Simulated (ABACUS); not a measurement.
# Ir in ABACUS: a series of runs

The runs below take Ir through single point, with LDA, PBE.

Program: ABACUS 3.10.1. These are calculated values, not measurements. Logs are shortened: lines on timing, memory, paths and dates and some standing lists are left out, and cuts for length are marked.

### 1 The structure

The cell holds a slab with vacuum, 5 atoms: a = 2.715 Å, b = 2.715 Å, c = 23.867 Å, α = 90.00°, β = 90.00°, γ = 120.00°.

The slab is cut from a database's or a generator's crystal, which needn't be the stable form of the element.

### 2 Single point, LDA

File INPUT:

```
INPUT_PARAMETERS
suffix              Ir
calculation         scf
basis_type          lcao
pseudo_dir          ./
orbital_dir         ./
symmetry            1
dft_functional      pz
ecutwfc             100
pseudo_rcut         7
nspin               1
nbands              52
ks_solver           genelpa
smearing_method     fd
smearing_sigma      0.00367493
scf_thr             1e-06
scf_nmax            100
mixing_type         broyden
mixing_beta         0.3
cal_force           1
out_mul             1
mixing_ndim         12
out_chg             1
out_pot             2
out_elf             1
```

File STRU:

```
ATOMIC_SPECIES
Ir 192.2170 Ir_ONCV_PBE-1.2.upf

NUMERICAL_ORBITAL
Ir_confined-atom_7au_3s2p2d1f.orb

LATTICE_CONSTANT
1.8897261246

LATTICE_VECTORS
2.7148657757 0.0000000000 0.0000000000
-1.3574328878 2.3511427296 0.0000000000
0.0000000000 0.0000000000 23.8667144941

ATOMIC_POSITIONS
Direct

Ir
0.0
5
0.6666666667 0.3333333333 0.3142451803 1 1 1
0.3333333333 0.6666666667 0.4071225902 1 1 1
0.0000000000 0.0000000000 0.5000000000 1 1 1
0.6666666667 0.3333333333 0.5928774098 1 1 1
0.3333333333 0.6666666667 0.6857548197 1 1 1
```

File KPT:

```
K_POINTS
0
Gamma
11 11 1 0 0 0
```

Potentials or basis: SG15 ONCV 1.2 PBE, DZP LCAO (the cutoffs set its grid).

The run is started by

```
OMP_NUM_THREADS=1 mpirun -np 4 abacus > log
```

running log:

```text
ABACUS v3.10.1

               Atomic-orbital Based Ab-initio Computation at UStc

 ------------------------------------------------------------------------------------

 READING GENERAL INFORMATION
                           global_out_dir = OUT.Ir/
                           global_in_card = INPUT
                               pseudo_dir = ./
                              orbital_dir = ./
                                    DSIZE = 4
                                    GSIZE = 1

 READING UNITCELL INFORMATION
                                    ntype = 1
                  lattice constant (Bohr) = 1.88973
              lattice constant (Angstrom) = 1

 READING ATOM TYPE 1
                               atom label = Ir
                      L=0, number of zeta = 3
                      L=1, number of zeta = 2
                      L=2, number of zeta = 2
                      L=3, number of zeta = 1
             number of atom for this type = 5

                        TOTAL ATOM NUMBER = 5
DIRECT COORDINATES
    atom                   x                   y                   z     mag                  vx                  vy                  vz
taud_Ir1            0.6666666667        0.3333333333        0.3142451803  0.0000        0.0000000000        0.0000000000        0.0000000000
taud_Ir2            0.3333333333        0.6666666667        0.4071225902  0.0000        0.0000000000        0.0000000000        0.0000000000
taud_Ir3            0.0000000000        0.0000000000        0.5000000000  0.0000        0.0000000000        0.0000000000        0.0000000000
taud_Ir4            0.6666666667        0.3333333333        0.5928774098  0.0000        0.0000000000        0.0000000000        0.0000000000
taud_Ir5            0.3333333333        0.6666666667        0.6857548197  0.0000        0.0000000000        0.0000000000        0.0000000000

                          Volume (Bohr^3) = 1028.06
                             Volume (A^3) = 152.342

 Lattice vectors: (Cartesian coordinate: in unit of a_0)
             +2.71487                  +0                  +0
             -1.35743            +2.35114                  +0
                   +0                  +0            +23.8667
 Reciprocal vectors: (Cartesian coordinate: in unit of 2 pi/a_0)
            +0.368342           +0.212663                  -0
                   -0           +0.425325                  -0
                   +0                  -0          +0.0418994
 The esolver type has been set to : ksdft_lcao

                PAO radial cut off (Bohr) = 7

 Read in pseudopotential file is Ir_ONCV_PBE-1.2.upf
                     pseudopotential type = NC
          exchange-correlation functional = PBE
                 nonlocal core correction = 0
                        valence electrons = 17
                                     lmax = 3
                           number of zeta = 0
                     number of projectors = 8
                           L of projector = 0
                           L of projector = 0
                           L of projector = 1
                           L of projector = 1
                           L of projector = 2
                           L of projector = 2
                           L of projector = 3
                           L of projector = 3
 XC functional updated to : pz
          exchange-correlation functional = PZ
     initial pseudo atomic orbital number = 0

 SETUP THE ELECTRONS NUMBER
            electron number of element Ir = 17
      total electron number of element Ir = 85
            AUTOSET number of electrons:  = 85
                           occupied bands = 43
                                   NLOCAL = 130
                                   NBANDS = 52
                                   NBANDS = 52
                                   NLOCAL = 130

%%%%%%%%%%%%%%%%%%%%%%%%%%%%%%%%%%%%%%%%%%%%%%%%%%%%%%%%%%%%%%%%%%%%%%%%%%%%%%%%%%%%%%%%%%%%%%%%%%%%%%%%%%
 Warning: the number of valence electrons in pseudopotential > 9 for Ir: [Xe] 4f14 5d7 6s2
 Pseudopotentials with additional electrons can yield (more) accurate outcomes, but may be less efficient.
 If you're confident that your chosen pseudopotential is appropriate, you can safely ignore this warning.
%%%%%%%%%%%%%%%%%%%%%%%%%%%%%%%%%%%%%%%%%%%%%%%%%%%%%%%%%%%%%%%%%%%%%%%%%%%%%%%%%%%%%%%%%%%%%%%%%%%%%%%%%%

 SETUP THE PLANE WAVE BASIS
 energy cutoff for charge/potential (unit:Ry) = 400
            fft grid for charge/potential = [ 36, 36, 288 ]
                        fft grid division = [ 4, 4, 4 ]
        big fft grid for charge/potential = [ 9, 9, 72 ]
                                     nbxx = 1458
                                     nrxx = 93312

 SETUP PLANE WAVES FOR CHARGE/POTENTIAL
                    number of plane waves = 138995
                         number of sticks = 733

 PARALLEL PW FOR CHARGE/POTENTIAL
     PROC   COLUMNS(POT)             PW
        1            183          34745
        2            183          34741
[... 61 lines left out ...]
 SETUP K-POINTS
                                    nspin = 1
                   Input type of k points = Monkhorst-Pack(Gamma)
                                   nkstot = 121
                       right hand lattice = 1
(for reciprocal lattice: )
                             BRAVAIS TYPE = 4
                     BRAVAIS LATTICE NAME = 04. Hexagonal cell
                                    ibrav = 4
                       right hand lattice = 1
(for k-lattice: )
                             BRAVAIS TYPE = 4
                     BRAVAIS LATTICE NAME = 04. Hexagonal cell
                                    ibrav = 4
                       right hand lattice = 1
                        ROTATION MATRICES = 24
                               nkstot_ibz = 16
K-POINTS REDUCTION ACCORDING TO SYMMETRY
     IBZ    DIRECT_X    DIRECT_Y    DIRECT_Z  WEIGHT  ibz2bz
       1  0.00000000  0.00000000  0.00000000  0.0083       0
       2 -0.09090909  0.09090909  0.00000000  0.0496       1
       3 -0.18181818  0.18181818  0.00000000  0.0496       2
       4 -0.27272727  0.27272727  0.00000000  0.0496       3
       5 -0.36363636  0.36363636  0.00000000  0.0496       4
       6 -0.45454545  0.45454545  0.00000000  0.0496       5
[... 8 lines left out ...]
      15  0.45454545  0.27272727  0.00000000  0.0496      36
      16  0.36363636  0.36363636  0.00000000  0.0496      37

                               nkstot now = 16
[... K-POINTS DIRECT COORDINATES: 16 rows ...]

           k-point number in this process = 16
       minimum distributed K point number = 16
[... stars of the k points ...]

[... K-POINTS CARTESIAN COORDINATES: 16 rows ...]

[... K-POINTS DIRECT COORDINATES: 16 rows ...]

 SETUP PLANE WAVES FOR WAVE FUNCTIONS
     energy cutoff for wavefunc (unit:Ry) = 100
              fft grid for wave functions = [ 36, 36, 288 ]
                    number of plane waves = 23697
                         number of sticks = 223

 PARALLEL PW FOR WAVE FUNCTIONS
     PROC   COLUMNS(POT)             PW
        1             57           5929
        2             56           5928
        3             55           5919
        4             55           5921
 --------------- sum -------------------
        4            223          23697

 SET NONLOCAL PSEUDOPOTENTIAL PROJECTORS
 max number of nonlocal projetors among all species is 8

 -------------------------------------------
 SELF-CONSISTENT
 -------------------------------------------

 SETUP SEARCHING RADIUS FOR PROGRAM TO SEARCH ADJACENT ATOMS
                  longest orb rcut (Bohr) = 7
   longest nonlocal projector rcut (Bohr) = 2.94
                     search radius (Bohr) = 19.9
              searching radius is (Bohr)) = 19.9
         searching radius unit is (Bohr)) = 1.89
                         PeriodicBoundary = 1
                        Radius(unit:lat0) = 10.5
                                   glayer = [ 6, 6, 2 ]
                             glayer_minus = [ 5, 5, 1 ]

Find the coordinate range of the input atom(unit:lat0).
                                  min_tau = [ -20.4, -11.8, -16.4 ]
                                  max_tau = [ 21.7, 13.3, 40.2 ]
                                BoxNumber = [ 11, 11, 3 ]

 SETUP EXTENDED REAL SPACE GRID FOR GRID INTEGRATION
                          real space grid = [ 36, 36, 288 ]
                 big cell numbers in grid = [ 9, 9, 72 ]
             meshcell numbers in big cell = [ 4, 4, 4 ]
                        extended fft grid = [ 15, 15, 12 ]
                dimension of extened grid = [ 40, 40, 97 ]
                            UnitCellTotal = 75
              Atom number in sub-FFT-grid = 1
    Local orbitals number in sub-FFT-grid = 26
                                ParaV.nnr = 144495
                                 init_chg = atomic

 LCAO ALGORITHM --------------- ION=   1  ELEC=   1--------------------------------

 Density error is 0.041466692621
----------------------------------------------------------
     Energy           Rydberg                 eV
----------------------------------------------------------
 E_KohnSham     -1061.3684230300     -14440.6582304823
 E_Harris       -1083.8422886902     -14746.4308595478
 E_Fermi        0.6644899600         9.0408497194
----------------------------------------------------------
[... 190 lines left out ...]
 Density error is 3.82232786291e-07
----------------------------------------------------------
     Energy           Rydberg                 eV
----------------------------------------------------------
 E_KohnSham     -1061.3824484190     -14440.8490556897
 E_KS(sigma->0) -1061.3803596157     -14440.8206360623
 E_Harris       -1061.3813044857     -14440.8334916782
 E_band         -133.7857883545      -1820.2490330432
 E_one_elec     -8980.1194685728     -122180.7934933223
 E_Hartree      4491.5232790709      61110.3092950090
 E_xc           -104.2160658227      -1417.9323183311
 E_Ewald        3531.4339845122      48047.6243002095
 E_entropy(-TS) -0.0041776067        -0.0568392547
 E_descf        0.0000000000         0.0000000000
 E_exx          0.0000000000         0.0000000000
 E_Fermi        0.6575232835         8.9460632238
----------------------------------------------------------

 charge density convergence is achieved
 final etot is -14440.849056 eV
 EFERMI = 8.9460632238 eV
The vacuum level is 14.328205026 eV

 STATE ENERGY(eV) AND OCCUPATIONS    NSPIN == 1
 1/16 kpoint (Cartesian) = 0.0000 0.0000 0.0000 (4341 pws)
       1       -84.0537      0.0165289
       2       -83.9534      0.0165289
       3       -83.9480      0.0165289
       4       -83.4388      0.0165289
       5       -83.4388      0.0165289
       6       -41.0441      0.0165289
[... 314 lines left out ...]
      51        15.7438    8.95513e-61
      52        16.0904    8.73439e-64

[... levels at 10 further k points ...]

 correction force for each atom along direction 1 is 4.17645e-14
 correction force for each atom along direction 2 is 4.98001e-14
 correction force for each atom along direction 3 is 3.01827e-13
------------------------------------------------------------------------------------------
 TOTAL-FORCE (eV/Angstrom)
------------------------------------------------------------------------------------------
                       Ir1         0.0000000000         0.0000000000         0.5573162465
                       Ir2         0.0000000000         0.0000000000        -0.2661529834
                       Ir3         0.0000000000         0.0000000000         0.0000000000
                       Ir4         0.0000000000         0.0000000000         0.2661529834
                       Ir5         0.0000000000         0.0000000000        -0.5573162465
------------------------------------------------------------------------------------------

 --------------------------------------------
 !FINAL_ETOT_IS -14440.84905568968 eV
 --------------------------------------------
```

Wall time 63 s (4 MPI ranks of Intel Xeon Platinum 8259CL at 2.50GHz (Skylake/Cascade Lake), shared host); peak memory 0.56 GiB.

Results:

* Free energy: -14440.8491 eV
* Largest force: 0.557 eV/Å
* Band gap on the k mesh: none (metal or under the smearing width)
* Work function of the upper face: 5.38 eV
* Work function of the lower face: 5.38 eV

Forces in eV/Å, atoms in the order of the input:
```
Ir   0.000  0.000  0.557
Ir   0.000  0.000 -0.266
Ir   0.000  0.000  0.000
Ir   0.000  0.000  0.266
Ir   0.000  0.000 -0.557
```

Caveat: the atomic orbitals were generated for these runs and aren't a published set; confined orbitals describe the vacuum poorly, which shifts work functions; the potentials were made for another functional, which shifts forces and pressure; the basis of atomic orbitals isn't converged, which shifts pressures, moduli and gaps. Spin-orbit coupling is left out, which matters for the levels of Ir.

### 3 Single point, PBE

INPUT, as its differences from that of step 2:

```diff
@@ -7,3 +7,3 @@
 symmetry            1
-dft_functional      pz
+dft_functional      pbe
 ecutwfc             100
```

STRU is that of step 2.

KPT is that of step 2.

Potentials or basis: SG15 ONCV 1.2 PBE, DZP LCAO (the cutoffs set its grid).

The run is started by

```
OMP_NUM_THREADS=1 mpirun -np 4 abacus > log
```

running log:

```text
ABACUS v3.10.1

               Atomic-orbital Based Ab-initio Computation at UStc

 ------------------------------------------------------------------------------------

 READING GENERAL INFORMATION
                           global_out_dir = OUT.Ir/
                           global_in_card = INPUT
                               pseudo_dir = ./
                              orbital_dir = ./
                                    DSIZE = 4
                                    GSIZE = 1

 READING UNITCELL INFORMATION
                                    ntype = 1
                  lattice constant (Bohr) = 1.88973
              lattice constant (Angstrom) = 1

 READING ATOM TYPE 1
                               atom label = Ir
                      L=0, number of zeta = 3
                      L=1, number of zeta = 2
                      L=2, number of zeta = 2
                      L=3, number of zeta = 1
             number of atom for this type = 5

                        TOTAL ATOM NUMBER = 5
DIRECT COORDINATES
    atom                   x                   y                   z     mag                  vx                  vy                  vz
taud_Ir1            0.6666666667        0.3333333333        0.3142451803  0.0000        0.0000000000        0.0000000000        0.0000000000
taud_Ir2            0.3333333333        0.6666666667        0.4071225902  0.0000        0.0000000000        0.0000000000        0.0000000000
taud_Ir3            0.0000000000        0.0000000000        0.5000000000  0.0000        0.0000000000        0.0000000000        0.0000000000
taud_Ir4            0.6666666667        0.3333333333        0.5928774098  0.0000        0.0000000000        0.0000000000        0.0000000000
[... 421 lines left out ...]
 E_band         -132.2054438648      -1798.7473431809
 E_one_elec     -8982.0899512887     -122207.6032860693
 E_Hartree      4493.7156245423      61140.1376854046
 E_xc           -105.3119377582      -1432.8424209335
 E_Ewald        3531.4339845122      48047.6243002095
 E_entropy(-TS) -0.0041439400        -0.0563811961
 E_descf        0.0000000000         0.0000000000
 E_exx          0.0000000000         0.0000000000
 E_Fermi        0.6771160348         9.2126362798
----------------------------------------------------------

 charge density convergence is achieved
 final etot is -14452.740103 eV
 EFERMI = 9.2126362798 eV
The vacuum level is 14.202694765 eV

 STATE ENERGY(eV) AND OCCUPATIONS    NSPIN == 1
 1/16 kpoint (Cartesian) = 0.0000 0.0000 0.0000 (4341 pws)
       1       -83.8042      0.0165289
       2       -83.7052      0.0165289
       3       -83.6997      0.0165289
       4       -83.1826      0.0165289
       5       -83.1826      0.0165289
       6       -40.8881      0.0165289
[... 314 lines left out ...]
      51        16.1440    6.18711e-62
      52        16.4697    9.17632e-65

[... levels at 10 further k points ...]

 correction force for each atom along direction 1 is 1.40721e-15
 correction force for each atom along direction 2 is 1.90577e-15
 correction force for each atom along direction 3 is 2.03771e-13
------------------------------------------------------------------------------------------
 TOTAL-FORCE (eV/Angstrom)
------------------------------------------------------------------------------------------
                       Ir1         0.0000000000         0.0000000000        -0.0161131108
                       Ir2         0.0000000000         0.0000000000        -0.2563166042
                       Ir3         0.0000000000         0.0000000000         0.0000000000
                       Ir4         0.0000000000         0.0000000000         0.2563166042
                       Ir5         0.0000000000         0.0000000000         0.0161131108
------------------------------------------------------------------------------------------

 --------------------------------------------
 !FINAL_ETOT_IS -14452.74010258479 eV
 --------------------------------------------
```

It took 57 s on 4 MPI ranks of Intel Xeon Platinum 8259CL at 2.50GHz (Skylake/Cascade Lake), shared host; peak memory 0.56 GiB.

Results:

| Item | Value |
| --- | --- |
| Free energy | -14452.7401 eV |
| Largest force | 0.256 eV/Å |
| Band gap on the k mesh | none (metal or under the smearing width) |
| Work function of the upper face | 4.99 eV |
| Work function of the lower face | 4.99 eV |

Forces on the atoms (eV/Å):
```
Ir   0.000  0.000 -0.016
Ir   0.000  0.000 -0.256
Ir   0.000  0.000  0.000
Ir   0.000  0.000  0.256
Ir   0.000  0.000  0.016
```

Caveat: the atomic orbitals were generated for these runs and aren't a published set; confined orbitals describe the vacuum poorly, which shifts work functions; the basis of atomic orbitals isn't converged, which shifts pressures, moduli and gaps. The run has no spin-orbit coupling, so splittings on Ir are missing.
